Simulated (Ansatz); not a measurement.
BeI (charge -1), a ladder of basis sets

Program: the Python package of Ansatz (0.2.0).

The cells in order, each with its output:

```python
import ansatz as az
```

```python
molecule = (
    az.Crystal.molecule()
    .atom('Be', [0.0, 0.0, 0.0])
    .atom('I', [0.0, 0.0, 2.37])
)
```

```python
setup = molecule.calculation().functional('hf').charge(-1)
```

```python
energies = {}
for basis in ['def2-SVP', 'def2-SVPD', 'def2-TZVP', 'def2-TZVPP']:
    data = setup.basis(gaussian=basis).run().report
    size = data['n_frozen'] + data['n_occupied'][0] + data['n_virtual'][0]
    energies[basis] = (data['reference_energy_ev'] / 27.211386246, data['free_energy_ev'] / 27.211386246)
    print(f'{basis:14s} {size:4d} orbitals  reference {energies[basis][0]:14.6f} Ha  total {energies[basis][1]:14.6f} Ha')
```

    def2-SVP         35 orbitals  reference    -311.295953 Ha  total    -311.295953 Ha
    def2-SVPD        47 orbitals  reference    -311.302064 Ha  total    -311.302064 Ha
    def2-TZVP        69 orbitals  reference    -311.327109 Ha  total    -311.327109 Ha
    def2-TZVPP       69 orbitals  reference    -311.327109 Ha  total    -311.327109 Ha

```python
last = energies['def2-TZVPP'][1]
for basis, (_, total) in energies.items():
    print(f'{basis:14s} lies {27.211386 * (total - last):9.4f} eV above def2-TZVPP')
```

    def2-SVP       lies    0.8478 eV above def2-TZVPP
    def2-SVPD      lies    0.6815 eV above def2-TZVPP
    def2-TZVP      lies    0.0000 eV above def2-TZVPP
    def2-TZVPP     lies    0.0000 eV above def2-TZVPP

Against def2-SVP: def2-SVPD -6.1 mHa, def2-TZVP -31.2 mHa and def2-TZVPP -31.2 mHa. The last step alone is +0.00 mHa (these two sets differ little on atoms other than hydrogen).

The drop along the ladder measures the basis error, and is no property of the molecule. The geometry is a force-field or estimated start, not a minimum of this method, and the last set is no limit. Much of the fall in a total is atomic energy, which cancels in bond and reaction energies. def2 sets replace the cores of elements past krypton by effective core potentials. The spin state was assumed, and another may lie lower. The whole script took 1.5 s on 1 thread of Arm Neoverse V2 (shared host), peak memory 0.16 GiB.
